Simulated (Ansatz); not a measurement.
# C₃H₁₀BN: basis-set convergence

An exercise on one series of results from a longer session: the logs are not shown, and one member is left open.

Computed with Ansatz 0.2.0, Gaussian basis. Level: one geometry, several basis sets.

The runs, in order: PBE0-D4/def2-SVP; ωB97M-V/def2-SVP; PBE0-D4/def2-QZVPP; ωB97M-V/def2-QZVPP; the functionals' def2-TZVPP values are taken from earlier runs.

### The geometry

All runs share one geometry, relaxed beforehand with PBE0-D4 in a triple-zeta def2 set.

SMILES `CBCNC`, 15 atoms, charge 0, spin multiplicity 1.

Atoms are counted from 1 here; the program's logs count them from 0.

Bond lengths: C1–B2 1.555 Å, C1–H6 1.100 Å, C1–H7 1.091 Å, C1–H8 1.094 Å, B2–C3 1.562 Å, B2–H9 1.204 Å, C3–N4 1.451 Å, C3–H10 1.109 Å, C3–H11 1.104 Å, N4–C5 1.446 Å, N4–H12 1.012 Å, C5–H13 1.104 Å, C5–H14 1.092 Å, C5–H15 1.093 Å. Angles: B2–C1–H6 107.5°, B2–C1–H7 114.1°, B2–C1–H8 112.0°, H6–C1–H7 108.0°, H6–C1–H8 104.7°, H7–C1–H8 110.0°, C1–B2–C3 124.7°, C1–B2–H9 119.3°, C3–B2–H9 115.9°, B2–C3–N4 117.2°, B2–C3–H10 109.9°, B2–C3–H11 102.4°, N4–C3–H10 113.3°, N4–C3–H11 109.0°, H10–C3–H11 103.7°, C3–N4–C5 112.6°, C3–N4–H12 110.0°, C5–N4–H12 109.1° and more.

Set-up of the first run:

in.yaml reads:

```yaml
crystal:
  periodic: [false, false, false]
  atoms:
    - {symbol: C, position_ang: [-1.602298, -0.264705, 1.077780]}
    - {symbol: B, position_ang: [-0.077889, -0.375962, 1.361351]}
    - {symbol: C, position_ang: [1.021324, -0.544928, 0.264395]}
    - {symbol: N, position_ang: [0.599007, -0.435453, -1.119566]}
    - {symbol: C, position_ang: [0.344223, 0.931153, -1.515893]}
    - {symbol: H, position_ang: [-1.903685, 0.771858, 1.290389]}
    - {symbol: H, position_ang: [-1.881613, -0.493440, 0.047915]}
    - {symbol: H, position_ang: [-2.192795, -0.873164, 1.769485]}
    - {symbol: H, position_ang: [0.312928, -0.363649, 2.500125]}
    - {symbol: H, position_ang: [1.896644, 0.090488, 0.507451]}
    - {symbol: H, position_ang: [1.383880, -1.571171, 0.449183]}
    - {symbol: H, position_ang: [1.303601, -0.830073, -1.728660]}
    - {symbol: H, position_ang: [1.194314, 1.612479, -1.337160]}
    - {symbol: H, position_ang: [0.091432, 0.970774, -2.577447]}
    - {symbol: H, position_ang: [-0.510975, 1.324996, -0.960047]}
basis:
  gaussian: {orbitals: def2-SVP}
hamiltonian: {xc: pbe0, dispersion: d4}
output: {orbitals: {seedname: orbitals}}
```

On the command line:

```console
$ ansatz run in.yaml --threads 4 --pin off --events-out ev --progress --plain --max-ram 10444MiB
```

Steps of the session up to this table: PBE0-D4 in def2-SVP; ωB97M-V in def2-SVP; PBE0-D4 in def2-QZVPP; ωB97M-V in def2-QZVPP.

One of the session's tables, all rows but one given; the rest of the session is left out.

It belongs to the step «Density functionals: the series». 

```
functional       basis  HOMO (eV)
   PBE0-D4    def2-SVP      -6.15
   PBE0-D4  def2-TZVPP      -6.35
   PBE0-D4  def2-QZVPP      -6.39
   ωB97M-V    def2-SVP      -8.52
   ωB97M-V  def2-TZVPP      -8.73
   ωB97M-V  def2-QZVPP          ?
```

**Question.** Estimate the row for ωB97M-V, def2-QZVPP.

As computed: HOMO (eV): -8.76. In the column «HOMO (eV)» it is the lowest.
